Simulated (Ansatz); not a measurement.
# CH4BrFOSi: up Jacob's ladder to CCSD(T)

The task here is to estimate one member of a computed series from the others.

Program: Ansatz 0.2.0, Gaussian basis. Level of theory: functionals in def2-TZVPP, the program's frozen cores in correlated methods. These are calculated values, not measurements.

Plan: PBE-D4, r2SCAN-D4, PBE0-D4, B3LYP-D4, ωB97X-V, ωB97M-V, B2PLYP; CCSD(T)/def2-TZVPP; MP2/def2-QZVPP; extrapolation to the limit.

## The relaxed structure

An earlier PBE0-D4 in a triple-zeta def2 set relaxation fixed the geometry.

SMILES `O[SiH2]C(F)Br`, 9 atoms, charge 0, spin multiplicity 1.

Atoms are counted from 1 here; the program's logs count them from 0.

Bond lengths: O1–Si2 1.635 Å, O1–H6 0.958 Å, Si2–C3 1.904 Å, Si2–H7 1.477 Å, Si2–H8 1.488 Å, C3–F4 1.374 Å, C3–Br5 1.947 Å, C3–H9 1.092 Å. Angles: Si2–O1–H6 118.4°, O1–Si2–C3 110.9°, O1–Si2–H7 107.8°, O1–Si2–H8 112.1°, C3–Si2–H7 108.9°, C3–Si2–H8 105.6°, H7–Si2–H8 111.5°, Si2–C3–F4 109.8°, Si2–C3–Br5 109.9°, Si2–C3–H9 114.8°, F4–C3–Br5 109.1°, F4–C3–H9 108.1°, Br5–C3–H9 105.0°.

Coordinates:

```
atom    x (Å)    y (Å)    z (Å)
  O1  -1.7676   0.4316   0.3349
 Si2  -0.6038  -0.6332  -0.0964
  C3   1.1054   0.2044  -0.1270
  F4   1.4150   0.6775   1.1249
 Br5   1.0924   1.6919  -1.3837
  H6  -1.6742   0.8970   1.1675
  H7  -0.9213  -1.1238  -1.4530
  H8  -0.4814  -1.7541   0.8745
  H9   1.9241  -0.4377  -0.4588
```

Set-up of the first run:

File in.yaml:

```yaml
crystal:
  periodic: [false, false, false]
  atoms:
    - {symbol: O, position_ang: [-1.767626, 0.431639, 0.334859]}
    - {symbol: Si, position_ang: [-0.603773, -0.633235, -0.096353]}
    - {symbol: C, position_ang: [1.105419, 0.204381, -0.127007]}
    - {symbol: F, position_ang: [1.415048, 0.677550, 1.124871]}
    - {symbol: Br, position_ang: [1.092370, 1.691918, -1.383749]}
    - {symbol: H, position_ang: [-1.674193, 0.897041, 1.167501]}
    - {symbol: H, position_ang: [-0.921326, -1.123785, -1.452974]}
    - {symbol: H, position_ang: [-0.481406, -1.754142, 0.874520]}
    - {symbol: H, position_ang: [1.924086, -0.437666, -0.458768]}
basis:
  gaussian: {orbitals: def2-TZVPP}
hamiltonian: {xc: pbe, dispersion: d4}
output: {forces: true, orbitals: {seedname: orbitals}}
```

On the command line:

```sh
$ ansatz run in.yaml --threads 4 --pin off --events-out ev --progress --plain --max-ram 10444MiB
```

Steps of the session up to this table: PBE-D4 (GGA); r2SCAN-D4 (meta-GGA); PBE0-D4 (hybrid); B3LYP-D4 (hybrid); ωB97X-V (range-separated); ωB97M-V (range-separated); B2PLYP (double hybrid); CCSD(T) in def2-TZVPP; MP2 in def2-QZVPP.

One table of the session follows, with a row left open; its other results are not shown here.

```
            method  atomisation energy (eV)
            PBE-D4                        ?
         r2SCAN-D4                   31.975
           PBE0-D4                   31.690
          B3LYP-D4                   31.682
           ωB97X-V                   31.962
           ωB97M-V                   31.899
            B2PLYP                   31.402
     HF/def2-TZVPP                   22.334
    MP2/def2-TZVPP                   31.805
   CCSD/def2-TZVPP                   30.427
CCSD(T)/def2-TZVPP                   30.989
           MP2/CBS                   32.835
       CCSD(T)/CBS                   32.020
```

**Question.** Estimate the row for PBE-D4.

**Answer.** atomisation energy (eV): 32.483. In the column «atomisation energy (eV)» it lies between CCSD(T)/CBS (32.020) and MP2/CBS (32.835).
